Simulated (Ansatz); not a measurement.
# SnSe4: a trial structure relaxed

Aim: relax a trial structure of SnSe4 and see where it ends.

Computed with Ansatz 0.2.0 (DFT PBE, scalar-relativistic, plane waves, PAW, unless a step's input says otherwise).

**1. The system as given**

It takes space group P-43m (No. 215, cubic). Conventional cell: a = 5.569 Å, b = 5.569 Å, c = 5.569 Å, α = 90.00°, β = 90.00°, γ = 90.00°. Around Sn (site symmetry -43m) lie 4 Se at 3.00 Å. Around Se (site symmetry 3m) lie 3 Se at 2.97 Å and 1 Sn at 3.00 Å.

Coordinates:

```cif
data_structure
_symmetry_space_group_name_H-M 'P 1'
_symmetry_Int_Tables_number 1
_cell_length_a 5.5691
_cell_length_b 5.5691
_cell_length_c 5.5691
_cell_angle_alpha 90.000
_cell_angle_beta 90.000
_cell_angle_gamma 90.000
_cell_volume 172.73
loop_
_atom_site_label
_atom_site_type_symbol
_atom_site_fract_x
_atom_site_fract_y
_atom_site_fract_z
_atom_site_occupancy
Sn1 Sn 0.50000 0.50000 0.50000 1
Se1 Se 0.81122 0.81122 0.81122 1
Se2 Se 0.18878 0.18878 0.81122 1
Se3 Se 0.18878 0.81122 0.18878 1
Se4 Se 0.81122 0.18878 0.18878 1
```

Recipe of the guess: random cell by space group and Wyckoff sites (P-43m, No. 215). Its size is a rough estimate.

**2. A first look at the guess**

Contents of input.yaml:

```yaml
crystal:
  lattice:
    - [5.56911932, 0.0, 0.0]
    - [0.0, 5.56911932, 0.0]
    - [0.0, 0.0, 5.56911932]
  atoms:
    - { symbol: Sn, position: [0.5, 0.5, 0.5] }
    - { symbol: Se, position: [0.81122321, 0.81122321, 0.81122321] }
    - { symbol: Se, position: [0.18877679, 0.18877679, 0.81122321] }
    - { symbol: Se, position: [0.18877679, 0.81122321, 0.18877679] }
    - { symbol: Se, position: [0.81122321, 0.18877679, 0.18877679] }
basis:
  ecutwfc: 420
kpoints:
  mp_grid: { grid: [4, 4, 4] }
hamiltonian:
  xc: pbe
scf:
  occupations: { method: gaussian, width: 0.1 }
  lower_state_search: "off"
output:
  forces: true
  stress: true
  eigenvalues: true
```

Launch:

```bash
$ ansatz run input.yaml --threads 1 --pin off --max-ram 2560MiB --backend cpu --events-out ev --progress --plain --runs-dir out
```

The session goes on with these runs: a loose first relaxation; final relaxation.

**Question.** What will these runs give? Wanted: conventional cell; volume; energy over the elements, grey Sn; gap on the mesh.

As calculated:

```
                              quantity                                                                      value
symmetry at the end (tolerance 0.05 Å)                                                space group P-43m (No. 215)
                     conventional cell  a = 5.118 Å, b = 5.118 Å, c = 5.118 Å, α = 90.00°, β = 90.00°, γ = 90.00°
                                volume                                                              26.81 Å³/atom
     energy over the elements, grey Sn                                                              +0.38 eV/atom
                       gap on the mesh                                                               none (metal)
```

The space group P-43m (No. 215) is kept, and the volume per atom shrinks by 22.4 % from the first guess. With a positive formation energy it can't be a ground state. No finished test with a distortion of lower symmetry is shown, so the end may be a saddle point.
